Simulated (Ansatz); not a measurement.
**C2H7BN radical: a ladder of functionals and wavefunction methods**

Aim: compute C2H7BN radical with functionals from several rungs and with coupled cluster, and see how far each lands from CCSD(T) at the basis-set limit for the atomisation energy.

Method: functionals in def2-TZVPP, the program's frozen cores in correlated methods; program: Ansatz 0.2.0, Gaussian basis.

Plan: LDA (SPW92), PBE-D4, revPBE-D4, BLYP-D4, r2SCAN-D4, B97M-V, PBE0-D4, B3LYP-D4, r2SCANh-D4, r2SCAN0-D4, HSE06-D4, BHLYP-D4, CAM-B3LYP-D4, LC-ωPBE, ωB97X-V, ωB97M-V, B2PLYP, PBE-QIDH; CCSD(T)/def2-SVP; CCSD(T)/def2-TZVPP; MP2/def2-QZVPP; extrapolation to the limit; RPA on PBE.

## Step 1: The geometry

An earlier PBE0-D4 in a triple-zeta def2 set relaxation fixed the geometry.

SMILES `[CH2]B(C)N`, 11 atoms, charge 0, spin multiplicity 2.

Atoms are counted from 1 here; the program's logs count them from 0.

Bond lengths: C1–B2 1.540 Å, C1–H5 1.088 Å, C1–H6 1.086 Å, B2–C3 1.578 Å, B2–N4 1.405 Å, C3–H7 1.095 Å, C3–H8 1.095 Å, C3–H9 1.093 Å, N4–H10 1.005 Å, N4–H11 1.006 Å. Angles: B2–C1–H5 123.3°, B2–C1–H6 122.8°, H5–C1–H6 113.9°, C1–B2–C3 121.6°, C1–B2–N4 118.4°, C3–B2–N4 120.0°, B2–C3–H7 110.8°, B2–C3–H8 110.6°, B2–C3–H9 114.0°, H7–C3–H8 105.8°, H7–C3–H9 107.7°, H8–C3–H9 107.6°, B2–N4–H10 123.0°, B2–N4–H11 123.3°, H10–N4–H11 113.7°.

## Step 2: LDA

This LDA is Slater exchange with PW92 correlation.

The input, in.yaml:

```yaml
crystal:
  periodic: [false, false, false]
  atoms:
    - {symbol: C, position_ang: [-0.453801, 1.493111, -0.336522]}
    - {symbol: B, position_ang: [0.050252, 0.049457, -0.154214]}
    - {symbol: C, position_ang: [-0.204881, -0.752454, 1.180904]}
    - {symbol: N, position_ang: [0.753890, -0.551404, -1.211637]}
    - {symbol: H, position_ang: [-0.292145, 2.072453, -1.243136]}
    - {symbol: H, position_ang: [-1.005235, 2.025257, 0.433130]}
    - {symbol: H, position_ang: [-1.276322, -0.813099, 1.399078]}
    - {symbol: H, position_ang: [0.245044, -0.233555, 2.034162]}
    - {symbol: H, position_ang: [0.189450, -1.772153, 1.168578]}
    - {symbol: H, position_ang: [1.113245, -1.489314, -1.167866]}
    - {symbol: H, position_ang: [0.945801, -0.085299, -2.081876]}
basis:
  gaussian: {orbitals: def2-TZVPP}
magnetization: {spin_polarized: true, initial_magnetization: 1}
hamiltonian: {xc: lda}
output: {orbitals: {seedname: orbitals}}
```

The run is started by

```console
ansatz run in.yaml --threads 4 --pin off --events-out ev --progress --plain --max-ram 10444MiB
```

After this run come: PBE-D4 (GGA); revPBE-D4 (GGA); BLYP-D4 (GGA); r2SCAN-D4 (meta-GGA); B97M-V (meta-GGA); B3LYP-D4 (hybrid); r2SCANh-D4 (hybrid); r2SCAN0-D4 (hybrid); HSE06-D4 (hybrid); BHLYP-D4 (hybrid); CAM-B3LYP-D4 (range-separated); LC-ωPBE (range-separated); ωB97X-V (range-separated); ωB97M-V (range-separated); B2PLYP (double hybrid); PBE-QIDH (double hybrid); CCSD(T) in def2-SVP; CCSD(T) in def2-TZVPP; MP2 in def2-QZVPP; RPA on PBE orbitals.

Before running them: what should the planned runs give, taken together? Wanted: atomisation energy, CCSD(T)/CBS; farthest beyond LDA; mean size of error, GGA; mean size of error, meta-GGA; mean size of error, hybrid; mean size of error, range-separated; mean size of error, double hybrid; gap, smallest and largest; T1 diagnostic.

**Answer**, as computed:

```
                               quantity                                     value
        atomisation energy, CCSD(T)/CBS                             4206.2 kJ/mol
 functionals within 21.0 kJ/mol (0.5 %)   revPBE-D4, r2SCAN0-D4, B2PLYP, PBE-QIDH
                    farthest beyond LDA                    PBE-D4 (+107.0 kJ/mol)
                mean size of error, GGA                               49.9 kJ/mol
           mean size of error, meta-GGA                               40.4 kJ/mol
             mean size of error, hybrid                               38.0 kJ/mol
    mean size of error, range-separated                               35.9 kJ/mol
      mean size of error, double hybrid                                6.4 kJ/mol
              gap, smallest and largest  1.30 eV (LDA (SPW92)), 9.75 eV (LC-ωPBE)
                          T1 diagnostic                                    0.0133
triples share of the correlation energy                                     3.6 %
```

What this shows: The LDA atomisation energy is off by 573.8 kJ/mol (14 %): it overbinds. PBE-D4 misses by +107.0 kJ/mol. Double hybrids carry the basis error of their MP2 part in triple zeta, and no dispersion term here, so their miss is partly the set-up's. Taken by rung, double hybrid functionals do best (6.4 kJ/mol on average) and GGA ones worst beyond LDA (49.9 kJ/mol). The reference freezes the cores and leaves out relativity and excitations past (T), so misses under about 21.0 kJ/mol can't be ranked. Hartree-Fock recovers 76 % of the binding; the rest is correlation. CCSD(T) in def2-SVP is off by -183.9 kJ/mol, so the small basis spoils what the method gains. Orbital gaps span 1.3 to 9.7 eV; exact exchange widens them.
